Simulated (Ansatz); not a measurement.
# B2H9PSSi2: the cost of one run

All numbers below are computed with Ansatz 0.2.0 (UKS PBE/6-31G).

### 1 The structure to begin with

Bond lengths: B1–Si2 1.927 Å, Si2–S3 2.152 Å, S3–Si4 2.055 Å, Si4–B5 1.936 Å, Si4–P6 2.228 Å, B1–H7 1.139 Å, B1–H8 1.218 Å, Si2–H9 1.499 Å, Si2–H10 1.478 Å, Si4–H11 1.520 Å, B5–H12 1.188 Å, B5–H13 1.242 Å, P6–H14 1.438 Å, P6–H15 1.436 Å. Angles (14 of 22 angles, heavy atoms first): B1–Si2–S3 110.6°, Si2–S3–Si4 95.7°, S3–Si4–B5 111.6°, S3–Si4–P6 112.1°, B5–Si4–P6 108.6°, B1–Si2–H9 112.1°, B1–Si2–H10 107.4°, S3–Si2–H9 109.7°, S3–Si2–H10 109.6°, Si2–B1–H7 122.8°, Si2–B1–H8 116.7°, S3–Si4–H11 111.8°, B5–Si4–H11 106.4°, P6–Si4–H11 105.9°.

As a file:

```xyz
15

B     0.4257   -2.7190   -1.3695
Si    1.2182   -1.8387    0.1510
S     1.6240    0.2267   -0.2976
Si   -0.2996    0.8823    0.0050
B    -0.5700    2.6594   -0.7151
P    -0.8513    0.9002    2.1640
H     0.9262   -3.5876   -1.9096
H    -0.6179   -2.2521   -1.7899
H     0.3517   -1.9289    1.3713
H     2.4846   -2.5371    0.4565
H    -1.3164   -0.0169   -0.6780
H     0.3717    3.2218   -1.1710
H    -1.6642    3.2417   -0.6421
H    -0.0383    2.0496    2.4592
H    -2.0661    1.6480    1.9951
```

### 2 Relaxing end A

Input file input.yaml:

```yaml
crystal:
  periodic: [false, false, false]
  atoms:
    - { symbol: B, position_ang: [0.4257, -2.719, -1.3695] }
    - { symbol: Si, position_ang: [1.2182, -1.8387, 0.151] }
    - { symbol: S, position_ang: [1.624, 0.2267, -0.2976] }
    - { symbol: Si, position_ang: [-0.2996, 0.8823, 0.005] }
    - { symbol: B, position_ang: [-0.57, 2.6594, -0.7151] }
    - { symbol: P, position_ang: [-0.8513, 0.9002, 2.164] }
    - { symbol: H, position_ang: [0.9262, -3.5876, -1.9096] }
    - { symbol: H, position_ang: [-0.6179, -2.2521, -1.7899] }
    - { symbol: H, position_ang: [0.3517, -1.9289, 1.3713] }
    - { symbol: H, position_ang: [2.4846, -2.5371, 0.4565] }
    - { symbol: H, position_ang: [-1.3164, -0.0169, -0.678] }
    - { symbol: H, position_ang: [0.3717, 3.2218, -1.171] }
    - { symbol: H, position_ang: [-1.6642, 3.2417, -0.6421] }
    - { symbol: H, position_ang: [-0.0383, 2.0496, 2.4592] }
    - { symbol: H, position_ang: [-2.0661, 1.648, 1.9951] }
magnetization:
  spin_polarized: true
basis:
  gaussian: { orbitals: "6-31G" }
hamiltonian:
  xc: pbe
relax:
  f_tol: 0.02
  max_steps: 50
output:
  orbitals: {}
```

On the command line:

```sh
> ansatz run input.yaml --threads 2 --pin off --max-ram 3072MiB --backend cpu --events-out ev --progress --plain --runs-dir out
```

Q: Estimate wall time and peak memory on 2 threads of Arm Neoverse V2, shared host.

About 2.5 min, with a peak of 0.2 GiB.
